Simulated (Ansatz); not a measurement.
# C6H16Cl2N2Sn: one species, many methods

Aim: compute C6H16Cl2N2Sn with functionals from several rungs and with coupled cluster. The yardstick is the atomisation energy at the CCSD(T) limit.

The runs use Ansatz 0.2.0, Gaussian basis; functionals in def2-TZVPP, the program's frozen cores in correlated methods.

Levels to be run: LDA (SPW92), PBE-D4, revPBE-D4, BLYP-D4, r2SCAN-D4, B97M-V, PBE0-D4, B3LYP-D4, r2SCANh-D4, r2SCAN0-D4, HSE06-D4, BHLYP-D4, CAM-B3LYP-D4, LC-ωPBE, ωB97X-V, ωB97M-V, B2PLYP, PBE-QIDH; CCSD(T)/def2-SVP; CCSD(T)/def2-TZVPP; MP2/def2-QZVPP; extrapolation to the limit; RPA on PBE.

## Step 1: The relaxed structure

All runs share one geometry, relaxed beforehand with PBE0-D4 in a triple-zeta def2 set. Sn takes the def2 core potential; no spin-orbit term is included.

SMILES `CC(C)[NH][Sn]([Cl])([Cl])[NH]C(C)C`, 27 atoms, charge 0, spin multiplicity 1.

Atoms are counted from 1 here; the program's logs count them from 0.

Bond lengths: C1–C2 1.516 Å, C1–H12 1.093 Å, C1–H13 1.095 Å, C1–H14 1.092 Å, C2–C3 1.519 Å, C2–N4 1.464 Å, C2–H15 1.101 Å, C3–H16 1.092 Å, C3–H17 1.093 Å, C3–H18 1.093 Å, N4–Sn5 2.000 Å, N4–H19 1.014 Å, Sn5–Cl6 2.334 Å, Sn5–Cl7 2.334 Å, Sn5–N8 2.000 Å, N8–C9 1.464 Å, N8–H20 1.014 Å, C9–C10 1.516 Å and more. Angles: C2–C1–H12 110.4°, C2–C1–H13 112.1°, C2–C1–H14 110.4°, H12–C1–H13 107.8°, H12–C1–H14 108.8°, H13–C1–H14 107.2°, C1–C2–C3 111.3°, C1–C2–N4 109.7°, C1–C2–H15 108.0°, C3–C2–N4 108.4°, C3–C2–H15 108.1°, N4–C2–H15 111.3°, C2–C3–H16 110.6°, C2–C3–H17 111.1°, C2–C3–H18 110.3°, H16–C3–H17 107.8°, H16–C3–H18 108.7°, H17–C3–H18 108.2° and more.

## Step 2: LDA

This LDA is Slater exchange with PW92 correlation.

in.yaml

```yaml
crystal:
  periodic: [false, false, false]
  atoms:
    - {symbol: C, position_ang: [-1.983991, -0.599011, 1.068024]}
    - {symbol: C, position_ang: [-1.642680, 0.668697, 1.827027]}
    - {symbol: C, position_ang: [-2.765243, 1.687569, 1.732595]}
    - {symbol: N, position_ang: [-0.426988, 1.265854, 1.270263]}
    - {symbol: Sn, position_ang: [1.262521, 0.199733, 1.186061]}
    - {symbol: Cl, position_ang: [2.924511, 1.836196, 1.114334]}
    - {symbol: Cl, position_ang: [1.551305, -1.126795, 3.084093]}
    - {symbol: N, position_ang: [1.435548, -1.106788, -0.317710]}
    - {symbol: C, position_ang: [1.821625, -0.641703, -1.651548]}
    - {symbol: C, position_ang: [0.846032, 0.417762, -2.126277]}
    - {symbol: C, position_ang: [1.839590, -1.835659, -2.590342]}
    - {symbol: H, position_ang: [-2.131819, -0.379688, 0.007739]}
    - {symbol: H, position_ang: [-1.193297, -1.352082, 1.147390]}
    - {symbol: H, position_ang: [-2.896883, -1.047064, 1.464998]}
    - {symbol: H, position_ang: [-1.509663, 0.404923, 2.887307]}
    - {symbol: H, position_ang: [-3.688980, 1.282297, 2.152006]}
    - {symbol: H, position_ang: [-2.518818, 2.597896, 2.285816]}
    - {symbol: H, position_ang: [-2.943103, 1.959186, 0.689153]}
    - {symbol: H, position_ang: [-0.236811, 2.170076, 1.687504]}
    - {symbol: H, position_ang: [2.006682, -1.890401, -0.021665]}
    - {symbol: H, position_ang: [2.828838, -0.197931, -1.644706]}
    - {symbol: H, position_ang: [-0.169367, 0.014873, -2.154554]}
    - {symbol: H, position_ang: [0.840295, 1.295294, -1.471653]}
    - {symbol: H, position_ang: [1.115159, 0.763354, -3.126197]}
    - {symbol: H, position_ang: [2.137471, -1.530029, -3.595986]}
    - {symbol: H, position_ang: [2.548246, -2.594972, -2.248707]}
    - {symbol: H, position_ang: [0.847921, -2.291887, -2.641466]}
basis:
  gaussian: {orbitals: def2-TZVPP}
hamiltonian: {xc: lda}
output: {orbitals: {seedname: orbitals}}
```

Command:

```
ansatz run in.yaml --threads 11 --pin off --events-out ev --progress --plain --max-ram 110592MiB --backend cuda --devices 0, --max-vram 75GiB
```

Further steps of the session: PBE-D4 (GGA); revPBE-D4 (GGA); BLYP-D4 (GGA); r2SCAN-D4 (meta-GGA); B97M-V (meta-GGA); B3LYP-D4 (hybrid); r2SCANh-D4 (hybrid); r2SCAN0-D4 (hybrid); HSE06-D4 (hybrid); BHLYP-D4 (hybrid); CAM-B3LYP-D4 (range-separated); LC-ωPBE (range-separated); ωB97X-V (range-separated); ωB97M-V (range-separated); B2PLYP (double hybrid); PBE-QIDH (double hybrid); CCSD(T) in def2-SVP; CCSD(T) in def2-TZVPP; MP2 in def2-QZVPP; RPA on PBE orbitals.

Q: Predict the results of all the runs planned. Wanted: atomisation energy, CCSD(T)/CBS; farthest beyond LDA; mean size of error, GGA; mean size of error, meta-GGA; mean size of error, hybrid; mean size of error, range-separated; mean size of error, double hybrid; gap, smallest and largest; T1 diagnostic.

**Answer**, as computed:

| quantity | value |
| --- | --- |
| atomisation energy, CCSD(T)/CBS | 10154.7 kJ/mol |
| functionals within 101.5 kJ/mol (1.0 %) | revPBE-D4, BLYP-D4, r2SCAN-D4, B97M-V, PBE0-D4, B3LYP-D4, r2SCANh-D4, HSE06-D4, CAM-B3LYP-D4, LC-ωPBE, ωB97X-V, ωB97M-V, PBE-QIDH |
| farthest beyond LDA | BHLYP-D4 (-288.0 kJ/mol) |
| mean size of error, GGA | 101.9 kJ/mol |
| mean size of error, meta-GGA | 17.5 kJ/mol |
| mean size of error, hybrid | 99.8 kJ/mol |
| mean size of error, range-separated | 24.0 kJ/mol |
| mean size of error, double hybrid | 111.5 kJ/mol |
| gap, smallest and largest | 3.46 eV (LDA (SPW92)), 10.83 eV (LC-ωPBE) |
| T1 diagnostic | 0.0114 |
| triples share of the correlation energy | 4.0 % |

LDA overbinds by 1422.3 kJ/mol (14 %). PBE-D4 is off by +179.5 kJ/mol. Double hybrids carry the basis error of their MP2 part in triple zeta, and no dispersion term here, so their miss is partly the set-up's. The rungs meta-GGA, range-separated, hybrid miss on average by less than the doubt on the reference (101.5 kJ/mol), so they tie. The reference freezes the cores and leaves out spin-orbit coupling and excitations past (T), and its outer-core shells are covered unevenly, so misses under about 101.5 kJ/mol can't be ranked. All levels share the lack of spin-orbit coupling, which lowers the free heavy atoms and so the true binding. Hartree-Fock recovers 72 % of the binding; the rest is correlation. CCSD(T) in def2-SVP is off by -544.6 kJ/mol, worse than the median functional, from the basis alone. Orbital gaps span 3.5 to 10.8 eV; exact exchange widens them. Correlated methods include outer-core shells of Sn, which these sets cover unevenly.
